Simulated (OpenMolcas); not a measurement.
# Au⁶⁺ among point charges: CASSCF and CASPT2 levels and susceptibility

How does a field of 3 point charges split the states of Au⁶⁺, and what χT follows?

Method: state-averaged CASSCF and CASPT2, spin-orbit coupling by RASSI with atomic mean-field integrals. Code: OpenMolcas 26.06.

### 1 Starting point

```
Species                           : Au⁶⁺ (gold, Z = 79, 73 electrons)
Basis                             : ANO-RCC-VDZP [7s6p4d2f], 59 functions
Scalar Hamiltonian                : DKH2, point nucleus
Inactive shells                   : 1s 2s 2p 3s 3p 3d 4s 4p 4d 4f 5s 5p
Active space                      : 5 electrons in 5 orbitals (5d)
Some configurations of this space : 5d⁵
Orbitals                          : optimised for each spin and parity, averaged over all roots
```

Outer shells as boxes (Hund's rule):

5d5
```
5d [↑ ][↑ ][↑ ][↑ ][↑ ]
```

The ion sits among 3 point charges of -0.65 e arranged as a planar triangle (D3h), 2.2 Å from the ion.

The work runs as a chain of OpenMolcas steps in one folder; each step below is one input file. Labels, J, g values, rates, χT and fits are worked out afterwards by a script from the matrices that RASSI stores.

### 2 One- and two-electron integrals

a.inp

```
&GATEWAY
Coord
1

Au 0.0 0.0 0.0
Basis=ANO-RCC-VDZP
Group=NoSym
NoMove
AngMom=0.0 0.0 0.0
AMFI
XField
3 Angstrom 0
2.200000 0.000000 0.000000 -0.650000
-1.100000 1.905256 0.000000 -0.650000
-1.100000 -1.905256 0.000000 -0.650000
&SEWARD
```

Command:

```sh
$ OMP_NUM_THREADS=1 MOLCAS_MEM=1689 MOLCAS_PROJECT=a pymolcas a.inp > a.log
```

### 3 Reference wave functions, sextets, 1 root

a.inp

```
&RASSCF
FileOrb=start.orb
Symmetry=1
Spin=6
nActEl=5 0 0
Inactive=34
Ras2=5
CIRoot=1 1 1
SDav=1
CIMx=300
Iter=120 100
PrWF=0.3
OrbListing=Nothing
MaxOrb=0
>>> COPY $Project.JobIph JOB001
```

start.orb holds the contracted functions of the basis, ordered by shell, or the orbitals of the step before.

### 4 CASSCF: quartets, 24 roots

a.inp

```
&RASSCF
FileOrb=start.orb
Symmetry=1
Spin=4
nActEl=5 0 0
Inactive=34
Ras2=5
CIRoot=24 24 1
SDav=24
CIMx=300
Iter=120 100
PrWF=0.3
OrbListing=Nothing
MaxOrb=0
>>> COPY $Project.JobIph JOB002
```

### 5 CASSCF: doublets, 75 roots

a.inp

```
&RASSCF
FileOrb=start.orb
Symmetry=1
Spin=2
nActEl=5 0 0
Inactive=34
Ras2=5
CIRoot=75 75 1
SDav=75
CIMx=300
Iter=120 100
PrWF=0.3
OrbListing=Nothing
MaxOrb=0
>>> COPY $Project.JobIph JOB003
```

### 6 State interaction with spin-orbit coupling

a.inp

```
&RASSI
NrOfJobIphs=3 1 24 75
1
1 2 3 4 5 6 7 8 9 10 11 12 13 14 15 16 17 18 19 20 21 22 23 24
1 2 3 4 5 6 7 8 9 10 11 12 13 14 15 16 17 18 19 20 21 22 23 24 25 26 27
28 29 30 31 32 33 34 35 36 37 38 39 40 41 42 43 44 45 46 47 48 49 50 51
52 53 54 55 56 57 58 59 60 61 62 63 64 65 66 67 68 69 70 71 72 73 74 75
IphNames
JOB001
JOB002
JOB003
EJob
SpinOrbit
DIPRint=1.0
SOCoupling=1000.0
Subsets=2
Property=9
'ANGMOM' 1 'ANGMOM' 2 'ANGMOM' 3 'MLTPL  1' 1 'MLTPL  1' 2 'MLTPL  1' 3
'AMFI' 1 'AMFI' 2 'AMFI' 3
SOProperty=3
'ANGMOM' 1 'ANGMOM' 2 'ANGMOM' 3
```

### 7 CASPT2: IPEA 0.25, imaginary shift 0.1 (closed shells correlated: 4f 5s 5p)

a.inp

```
>>> COPY JOB001 $Project.JobIph
&CASPT2
Multistate=1 1
Frozen=23
IPEA=0.25
Imaginary=0.1
MaxIter=60
WThr=0.0 0.3 0.05
PrWF=0.5
NoMix
>>> COPY JOB002 $Project.JobIph
&CASPT2
Multistate=24 1 2 3 4 5 6 7 8 9 10 11 12 13 14 15 16 17 18 19 20 21 22
23 24
NoMult
Frozen=23
IPEA=0.25
Imaginary=0.1
MaxIter=60
WThr=0.0 0.3 0.05
PrWF=0.5
NoMix
>>> COPY JOB003 $Project.JobIph
&CASPT2
Multistate=75 1 2 3 4 5 6 7 8 9 10 11 12 13 14 15 16 17 18 19 20 21 22
23 24 25 26 27 28 29 30 31 32 33 34 35 36 37 38 39 40 41 42 43 44 45 46
47 48 49 50 51 52 53 54 55 56 57 58 59 60 61 62 63 64 65 66 67 68 69 70
71 72 73 74 75
NoMult
Frozen=23
IPEA=0.25
Imaginary=0.1
MaxIter=60
WThr=0.0 0.3 0.05
PrWF=0.5
NoMix
```

(Steps that only read results are left out.)

What does the calculation give? Wanted: spin-free ground state; lowest level; next level.

As calculated:

| quantity | value |
| --- | --- |
| method | SS-CASPT2, IPEA 0.25, imaginary shift 0.1 (closed shells correlated: 4f 5s 5p) |
| spin-free ground state | 6A1, 1-fold in its orbital part |
| lowest level | 2-fold E1/2, g = 1.88, 5.63, 5.63 |
| next level | 121.1 cm⁻¹ |
| χT at 300 K | 3.78 cm³ K/mol |
| effective moment at 300 K | 5.49 μB |

Cost by method:

| method | time of its own steps | time with the reference |
| --- | --- | --- |
| A. CASSCF | 23 s | 23 s |
| B. SS-CASPT2, IPEA 0.25, imaginary shift 0.1, +4f 5s 5p | 19 s | 42 s |

Times are of one thread on a shared host.

What this shows: The spin-free ground state (6A1) comes to 100 % from free-ion S terms and keeps the highest spin of the shell. χT at 300 K is 3.78, against 4.39 cm³ K/mol for the spin alone, so spin-orbit coupling lowers it. An active space of the d shell alone favours high spin; real ions in strong fields can be low spin. CASPT2 does not keep the components of a term degenerate, and the means are used. The field of point charges can differ much from that of real complexes. With metal d orbitals alone active, the gaps between spin states are rough; where two lie within a few thousand cm-1, their order is open. Point charges carry no covalency, so the field is a model and not that of real ligands.
